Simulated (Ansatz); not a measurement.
# GeBH4+ (SMILES [BH2][GeH2+]): one structure at several levels

The task here is to estimate one member of a computed series from the others.

Computed with Ansatz 0.2.0, Gaussian basis. Level: single points in def2-TZVPP.

Cores are frozen in the correlated methods. Filled d shells of the heavier atoms are correlated.

### Starting geometry

SMILES `[BH2][GeH2+]`, 6 atoms, charge 1, spin multiplicity 1.

Atoms are counted from 1 here; the program's logs count them from 0.

Bond lengths: B1–Ge2 2.021 Å, B1–H3 1.247 Å, B1–H4 1.283 Å, Ge2–H5 1.537 Å, Ge2–H6 1.492 Å. Angles: Ge2–B1–H3 121.5°, Ge2–B1–H4 117.1°, H3–B1–H4 121.2°, B1–Ge2–H5 125.7°, B1–Ge2–H6 129.5°, H5–Ge2–H6 104.7°.

Coordinates:

| atom | x (Å) | y (Å) | z (Å) |
| --- | --- | --- | --- |
| B1 | -0.0507 | -1.1206 | 0.0783 |
| Ge2 | 0.0181 | 0.8935 | -0.0754 |
| H3 | -1.1328 | -1.7267 | 0.2120 |
| H4 | 1.0706 | -1.7417 | 0.1381 |
| H5 | 0.1304 | 1.6892 | -1.3857 |
| H6 | 0.0748 | 1.9253 | 1.0006 |

Set-up of the first run:

The input, run/in.yaml:

```yaml
crystal:
  periodic: [false, false, false]
  atoms:
    - {symbol: B, position_ang: [-0.050700, -1.120600, 0.078300]}
    - {symbol: Ge, position_ang: [0.018100, 0.893500, -0.075400]}
    - {symbol: H, position_ang: [-1.132800, -1.726700, 0.212000]}
    - {symbol: H, position_ang: [1.070600, -1.741700, 0.138100]}
    - {symbol: H, position_ang: [0.130400, 1.689200, -1.385700]}
    - {symbol: H, position_ang: [0.074800, 1.925300, 1.000600]}
basis:
  gaussian: {orbitals: def2-TZVPP}
total_charge: 1
correlation: {method: ccsd_t}
output: {forces: true}
```

No record of the launch command was kept for these runs.

Steps of the session up to this table: CCSD(T)/def2-TZVPP; PBE0-D4/def2-TZVPP; wB97M-V/def2-TZVPP; r2SCAN-D4/def2-TZVPP; PBE-D4/def2-TZVPP; B97M-V/def2-TZVPP; r2SCAN0-D4/def2-TZVPP.

One table of the session follows, with a row left open; its other results are not shown here.

```
    method  RMS force component (eV/Å)  angle to CCSD(T) forces (°)
   CCSD(T)                       0.806                    reference
   PBE0-D4                       0.743                          7.7
   wB97M-V                           ?                            ?
 r2SCAN-D4                       0.714                          9.3
    PBE-D4                       0.666                         16.9
    B97M-V                       0.734                          8.3
r2SCAN0-D4                       0.784                          5.3
```

Q: Estimate the row for wB97M-V from the others.

As computed: RMS force component (eV/Å): 0.821; angle to CCSD(T) forces (°): 3.7. In the column «RMS force component (eV/Å)» it is the highest.
